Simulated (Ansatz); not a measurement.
# FH7W: the cost of one run

Method: RKS PBE-D4/def2-SVP, in Ansatz 0.2.0.

## 1. The structure to begin with

Bond lengths: W1–F2 2.200 Å, W1–H3 1.720 Å, W1–H4 1.720 Å, W1–H5 1.720 Å, W1–H6 1.720 Å, W1–H7 1.720 Å, W1–H8 2.020 Å, W1–H9 2.156 Å. Angles (14 of 28 angles, heavy atoms first): F2–W1–H3 90.0°, F2–W1–H4 90.0°, F2–W1–H5 90.0°, F2–W1–H6 90.0°, F2–W1–H7 180.0°, F2–W1–H8 71.6°, F2–W1–H9 40.9°, H3–W1–H4 90.0°, H3–W1–H5 180.0°, H3–W1–H6 90.0°, H3–W1–H7 90.0°, H3–W1–H8 48.9°, H3–W1–H9 63.1°, H4–W1–H5 90.0°.

Coordinates:

```xyz
9

W     0.0000    0.0000    0.0000
F     0.0000    0.0000    2.2000
H     1.7200    0.0000    0.0000
H     0.0000    1.7200    0.0000
H    -1.7200    0.0000    0.0000
H     0.0000   -1.7200    0.0000
H     0.0000    0.0000   -1.7200
H     1.3275    1.3829    0.6370
H     0.9769    1.0177    1.6302
```

## 2. A restrained relaxation towards end A

Springs on the bonds that form and break draw the guess towards this end; the thresholds are loose.

The input, input.yaml:

```yaml
crystal:
  periodic: [false, false, false]
  atoms:
    - { symbol: W, position_ang: [0.0, 0.0, 0.0] }
    - { symbol: F, position_ang: [0.0, 0.0, 2.2] }
    - { symbol: H, position_ang: [1.72, 0.0, 0.0] }
    - { symbol: H, position_ang: [0.0, 1.72, 0.0] }
    - { symbol: H, position_ang: [-1.72, 0.0, 0.0] }
    - { symbol: H, position_ang: [0.0, -1.72, 0.0] }
    - { symbol: H, position_ang: [0.0, 0.0, -1.72] }
    - { symbol: H, position_ang: [1.3275, 1.3829, 0.637] }
    - { symbol: H, position_ang: [0.9769, 1.0177, 1.6302] }
basis:
  gaussian: { orbitals: def2-SVP }
hamiltonian:
  xc: pbe
  dispersion: d4
relax:
  f_tol: 0.15
  max_steps: 25
  restrain:
    - { distance: [0, 7], at: 2.92, k: 30.0 }
    - { distance: [8, 1], at: 2.12, k: 30.0 }
    - { distance: [0, 1], at: 1.85, k: 30.0 }
    - { distance: [8, 7], at: 0.66, k: 30.0 }
```

On the command line:

```sh
> ansatz run input.yaml --threads 1 --pin off --max-ram 2048MiB --backend cpu --events-out ev --progress --plain --runs-dir out
```

Q: Estimate wall time and peak memory on 1 thread of Arm Neoverse V1, shared host.

About 35 s, with a peak of 0.14 GiB.
